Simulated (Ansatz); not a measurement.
# UCAM-B3LYP/cc-pVDZ run of GaSiH4O (SMILES [SiH3][O][GaH])

Aim: the electronic atomisation energy of GaSiH4O at UCAM-B3LYP/cc-pVDZ, from 5 runs. 

The results are computed with Ansatz 0.2.0.

72 further runs of the same task are left out: 72 set aside as unsound or not needed.

## (1) Starting point

The species is GaSiH4O (7 atoms), meant as a doublet with charge 0. SMILES: `[SiH3][O][GaH]`. The coordinates come from a PBE0-D4/def2-TZVP relaxation. This is one conformer, not always the lowest.

Bond lengths: Si1–O2 1.632 Å, O2–Ga3 1.793 Å, Si1–H4 1.488 Å, Si1–H5 1.491 Å, Si1–H6 1.488 Å, Ga3–H7 1.605 Å. Angles: Si1–O2–Ga3 142.9°, O2–Si1–H4 109.9°, O2–Si1–H5 111.5°, O2–Si1–H6 109.9°, O2–Ga3–H7 113.7°, H4–Si1–H5 108.4°, H4–Si1–H6 108.7°, H5–Si1–H6 108.3°.

## (2) A single-point energy at UCAM-B3LYP/cc-pVDZ

Contents of job.yaml:

```yaml
crystal:
  periodic: [false, false, false]
  atoms:
    - symbol: Si
      position_ang: [-0.907100, 0.576700, -0.244500]
    - symbol: O
      position_ang: [0.281700, -0.375400, 0.340400]
    - symbol: Ga
      position_ang: [1.972300, -0.895800, 0.047800]
    - symbol: H
      position_ang: [-2.099000, -0.248300, -0.578700]
    - symbol: H
      position_ang: [-0.473700, 1.297400, -1.475800]
    - symbol: H
      position_ang: [-1.295700, 1.586500, 0.776300]
    - symbol: H
      position_ang: [2.521500, -1.941000, 1.134400]
basis:
  gaussian:
    orbitals: cc-pVDZ
magnetization:
  spin_polarized: true
  initial_magnetization: 1
hamiltonian:
  xc: {name: CAM-B3LYP}
accuracy: high
output: {orbitals: {seedname: orbitals}}
```

Command:

```console
$ ansatz run job.yaml --threads 1 --pin off --max-ram 3480MiB --events-out events.jsonl --progress --plain --runs-dir runs
```

The program printed:

```text
Warning: RAYON_NUM_THREADS=1 ignored (pool sized by the plan → 1); use --threads N
Functional definition: CAM-B3LYP
  name "CAM-B3LYP"
  parameter alpha = 0.19
  parameter beta = 0.46
  parameter omega = 0.33/bohr
  parameter ac = 0.81
  exchange = (1 - alpha - beta)*b88_x + beta*b88_x_sr(omega) + alpha*exact_x + beta*exact_x_lr(omega)
  correlation = (1 - ac)*vwn5_c + ac*lyp_c
1787 factors; integrals over basis functions are off by at most 4.7e-9 eV
405 factors; integrals over basis functions are off by at most 2.0e-9 eV
mean field evaluation 1: about -62364.4571 eV, gradient 3.7e1 eV
mean field evaluation 2: about -62347.3340 eV, gradient 7.5e1 eV
mean field evaluation 4: about -62369.6687 eV, gradient 7.4e-1 eV
mean field evaluation 8: about -62369.7417 eV, gradient 8.6e-2 eV
mean field evaluation 16: about -62369.7420 eV, gradient 2.7e-4 eV
mean field -62369.74196494 eV, -2292.0457414821 hartree, gradient 2.0e-8 eV, S^2 0.755787; 0 other end points of the search recorded, 0 dependent functions left out
reference -62369.74198432 eV, -2292.0457421943 hartree; 29, 28 occupied and 50, 51 virtual orbitals, 1787 factors
Total energy: -62369.74198432 eV, -2292.0457421943 hartree
```

Wall time 18 s (1 thread of Arm Neoverse V1, shared host); peak memory 0.46 GiB.

## (3) The Ga atom, same level

Contents of input.yaml:

```yaml
crystal:
  periodic: [false, false, false]
  atoms:
    - {symbol: Ga, position_ang: [0.000000, 0.000000, 0.000000]}
basis:
  gaussian: {orbitals: cc-pVDZ}
magnetization: {spin_polarized: true, initial_magnetization: 1}
hamiltonian: {xc: {name: CAM-B3LYP}}
accuracy: high
```

Command:

```console
$ ansatz run input.yaml --threads 1 --pin off --max-ram 3480MiB --events-out events.jsonl --progress --plain --runs-dir runs
```

The program printed (excerpt; [...] marks lines left out):

```text
Warning: RAYON_NUM_THREADS=1 ignored (pool sized by the plan → 1); use --threads N
[... 8 set-up lines as earlier in the session ...]
255 factors; integrals over basis functions are off by at most 4.4e-9 eV
102 factors; integrals over basis functions are off by at most 1.3e-9 eV
mean field evaluation 1: about -52379.0143 eV, gradient 2.0e0 eV
mean field evaluation 2: about -52379.0553 eV, gradient 6.7e-1 eV
mean field evaluation 4: about -52379.0595 eV, gradient 1.9e-1 eV
mean field evaluation 8: about -52379.0599 eV, gradient 1.8e-4 eV
mean field -52379.05993172 eV, -1924.8949486887 hartree, gradient 5.2e-8 eV, S^2 0.752760; 0 other end points of the search recorded, 0 dependent functions left out
reference -52379.05994232 eV, -1924.8949490784 hartree; 16, 15 occupied and 11, 12 virtual orbitals, 255 factors
Total energy: -52379.05994232 eV, -1924.8949490784 hartree
```

Run time: 1.5 s. Hardware: 1 thread of Arm Neoverse V1, shared host; peak memory 0.096 GiB.

## (4) The H atom

Contents of run.yaml:

```yaml
crystal:
  periodic: [false, false, false]
  atoms:
    - symbol: H
      position_ang: [0.000000, 0.000000, 0.000000]
basis:
  gaussian: {orbitals: cc-pVDZ}
magnetization: {spin_polarized: true, initial_magnetization: 1}
hamiltonian: {xc: {name: CAM-B3LYP}}
accuracy: high
```

Run the same way, it converges to -0.49789 Eh (log not shown).

## (5) The O atom

Contents of job.yaml:

```yaml
crystal:
  periodic: [false, false, false]
  atoms:
    - {symbol: O, position_ang: [0.000000, 0.000000, 0.000000]}
basis:
  gaussian: {orbitals: cc-pVDZ}
magnetization: {spin_polarized: true, initial_magnetization: 2}
hamiltonian: {xc: {name: CAM-B3LYP}}
accuracy: high
```

Run the same way, it converges to -75.04490 Eh (log not shown).

## (6) The Si atom

Contents of molecule.yaml:

```yaml
basis:
  gaussian: {orbitals: cc-pVDZ}
crystal:
  periodic: [false, false, false]
  atoms:
    - {symbol: Si, position_ang: [0.000000, 0.000000, 0.000000]}
magnetization: {spin_polarized: true, initial_magnetization: 2}
hamiltonian: {xc: {name: CAM-B3LYP}}
accuracy: high
```

Run the same way, it converges to -289.37332 Eh (log not shown).

## (7) What came out

Level: UCAM-B3LYP/cc-pVDZ.

```
                                    quantity           value
                      molecule: total energy  -2292.04574 Eh
molecule: HOMO energy (highest over α and β)        -7.29 eV
 molecule: LUMO energy (lowest over α and β)        -1.96 eV
                              molecule: ⟨S²⟩           0.756
                       Ga atom: total energy  -1924.89495 Eh
                               Ga atom: ⟨S²⟩           0.753
                        H atom: total energy     -0.49789 Eh
                                H atom: ⟨S²⟩           0.750
                        O atom: total energy    -75.04490 Eh
                                O atom: ⟨S²⟩           2.002
                       Si atom: total energy   -289.37332 Eh
                               Si atom: ⟨S²⟩           2.004
               electronic atomisation energy       20.164 eV
```

What this shows: Taking the molecule apart into free atoms costs 20.16 eV (1945 kJ/mol), before zero-point energy and without spin-orbit coupling.
